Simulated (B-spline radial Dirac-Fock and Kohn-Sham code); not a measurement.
# Inner shells of W³⁰⁺

What does theory give for tungsten as W³⁰⁺? The session works out its X-ray form factor and Compton profile and the binding energy of each subshell.

The numbers are computed with B-spline radial Dirac-Fock and Kohn-Sham code (version 2): a free atom or ion on a radial basis; each step names its model.

## (1) The system

Tungsten as W³⁰⁺, 1s2 2s2 2p6 3s2 3p6 3d10 4s2 4p6 4d8.

- nuclear charge: 74
- electrons: 44
- mass number: 184
- nuclear rms radius: 5.3658 fm

Outer shells as boxes (Hund's rule, for the drawing alone; heavy ions are jj-coupled, and the calculation averages over the configuration):

```
[Kr] core
4d [↑↓][↑↓][↑↓][↑ ][↑ ]
```

## (2) Scattering by the electron cloud

Model: Dirac-Fock average of configuration, finite nucleus; form factor of the spherical density, Waller-Hartree incoherent function, impulse-approximation Compton profiles.

Settings, as recorded:

```ini
task = scatter
Z = 74
charge = 30
configuration = 1s2 2s2 2p6 3s2 3p6 3d10 4s2 4p6 4d8
mass_number = 184
rms_radius = 5.3658  # fm
s = [0.0, 0.05, 0.1, 0.15, 0.2, 0.25, 0.3, 0.35, 0.4, 0.45, 0.5, 0.6, 0.7, 0.8, 0.9, 1.0, 1.1, 1.2, 1.4, 1.6, 1.8, 2.0, 2.5, 3.0, 3.5, 4.0, 5.0, 6.0]  # 1/A
pz = [0, 0.1, 0.14, 0.19, 0.26, 0.35, 0.48, 0.66, 0.9, 1.2, 1.7, 2.3, 3.2, 4.3, 5.9, 8.1, 11.0, 15.0, 21.0, 28.0, 39.0]  # a.u.
photon_energy = [1000, 8047.8, 17479.3, 30000, 50000, 200000, 500000, 1000000]  # eV
```

## (3) Binding energies

Model: Dirac-Fock average of configuration, Delta-SCF, finite nucleus, first-order Breit with its frequency dependence, self-energy and vacuum polarisation.

Settings, as recorded:

```ini
task = binding
```

Before running it: what results should come out? Wanted: rms radius of the electron cloud; form factor halves at; Compton profile at zero; deepest level listed, K; least bound, N4,5; Kα1.

**Answer**, as computed:

| quantity | value |
| --- | --- |
| rms radius of the electron cloud | 0.312 bohr |
| form factor halves at | 1.2 1/Å |
| Compton profile at zero | 2.433 1/a.u. |
| deepest level listed, K (1s) | 70650.7 eV |
| least bound, N4,5 (4d) | 1235.2 eV |
| Kα1 | 59306.8 eV |
| ionisation energy, NIST (semi-empirical) | 1230.40 eV |

The form factor starts at the 44 electrons and halves by s = 1.2 1/Å. Incoherent scattering outweighs coherent from 200 keV on, among the energies asked. For K (1s), relaxation takes off 65.3 eV, Breit terms shift it by -229.85 and QED by -120.07 eV. NIST's ionisation energy differs by -4.76 eV from the least binding energy; the calculation averages open shells over their j components and terms. The Hartree-Fock and Dirac-Fock values hold no electron correlation.
